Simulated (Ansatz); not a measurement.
# AlClF3H: the cost of one run

All numbers below are computed with Ansatz 0.2.0 (UKS PBE0-D4/STO-3G).

### 1 Starting point

Bond lengths: Al1–Cl2 2.601 Å, Al1–F3 1.631 Å, Al1–F4 1.631 Å, Al1–F6 2.111 Å. Angles: Cl2–Al1–F3 114.4°, Cl2–Al1–F4 112.0°, Cl2–Al1–F6 72.9°, F3–Al1–F4 124.5°, F3–Al1–F6 109.5°, F4–Al1–F6 112.0°.

Structure file:

```xyz
6

Al   -0.5533    0.4369   -0.2764
Cl   -0.0842   -1.7976    0.9692
F    -0.9402    0.2619   -1.8512
F    -1.1947    1.5648    0.7125
H     1.2328   -0.7471    0.4907
F     1.5395    0.2811   -0.0448
```

### 2 Run 1

150 steps of 0.5 fs at constant energy, with velocities drawn for 1000 K.

Input file input.yaml:

```yaml
crystal:
  periodic: [false, false, false]
  atoms:
    - { symbol: Al, position_ang: [-0.5533, 0.4369, -0.2764] }
    - { symbol: Cl, position_ang: [-0.0842, -1.7976, 0.9692] }
    - { symbol: F, position_ang: [-0.9402, 0.2619, -1.8512] }
    - { symbol: F, position_ang: [-1.1947, 1.5648, 0.7125] }
    - { symbol: H, position_ang: [1.2328, -0.7471, 0.4907] }
    - { symbol: F, position_ang: [1.5395, 0.2811, -0.0448] }
magnetization:
  spin_polarized: true
basis:
  gaussian: { orbitals: STO-3G }
hamiltonian:
  xc: pbe0
  dispersion: d4
md:
  timestep: 0.5
  n_steps: 150
  ensemble: nve
  temperature: 1000.0
  initial_velocities: maxwell_boltzmann
  seed: 671535
```

Started as:

```
ansatz run input.yaml --threads 1 --pin off --max-ram 2048MiB --backend cpu --events-out ev --progress --plain --runs-dir out
```

**Question.** How long does this run take on 1 thread of an x86-64 CPU, shared host, and how much memory does it need?

About 4.3 min, with a peak of 0.14 GiB.
